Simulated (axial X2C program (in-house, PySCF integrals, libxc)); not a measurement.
**Linear CoNC at several levels**

The task here is to estimate one member of a computed series from the others.

Method: all-electron X2C, two-component (2c) or spin-free, Co dyall-v3z, N dyall-av3z, C dyall-v3z; program: an in-house X2C program for linear molecules on PySCF integrals.

All values are calculated.

2 further runs of the same task are left out: 2 set aside as unsound or not needed.

The first run:

Input file task.json:

```json
{"zs": [27, 7, 6], "q": 0, "bas": ["dyall-v3z", "dyall-av3z", "dyall-v3z"], "r0": [1.77, 1.17], "symm": 0, "scan": ["PBE0", "HF", "TPSSh"], "levels": ["PBE0", "HF", "PBE"], "nst": 2}
```

Keys: zs atomic numbers; q charge; bas basis sets; r0 starting distance in Å; symm equal bonds; scan levels of the two-bond scan; levels methods; nst determinants followed.

On the command line:

```bash
python solin.py task.json out
```

Masses Co 58.933, N 14.003, C 12.000 u.

Steps of the session up to this table: Scan at PBE0, 2c; Scan at TPSSh, 2c; Scan at PBE0, spin-free.

One table of the session follows, with a row left open; its other results are not shown here.

| level | lower stretch (cm⁻¹) | upper stretch (cm⁻¹) |
| --- | --- | --- |
| PBE0, 2c | 497.1 | 2156.4 |
| TPSSh, 2c | ? | ? |
| PBE0, spin-free | 496.9 | 2156.3 |
| TPSSh, spin-free | 504.8 | 2101.5 |

Q: Estimate the row for TPSSh, 2c from the others.

**Answer.** lower stretch (cm⁻¹): 504.9; upper stretch (cm⁻¹): 2101.6. In the column «lower stretch (cm⁻¹)» it is the highest.

Scans not shown above were run alike.

To keep in mind: The molecule was held linear; bending was not examined, so a bent shape may lie lower. Note: functional without a current term on a determinant with orbital currents, of the molecule or an atom.
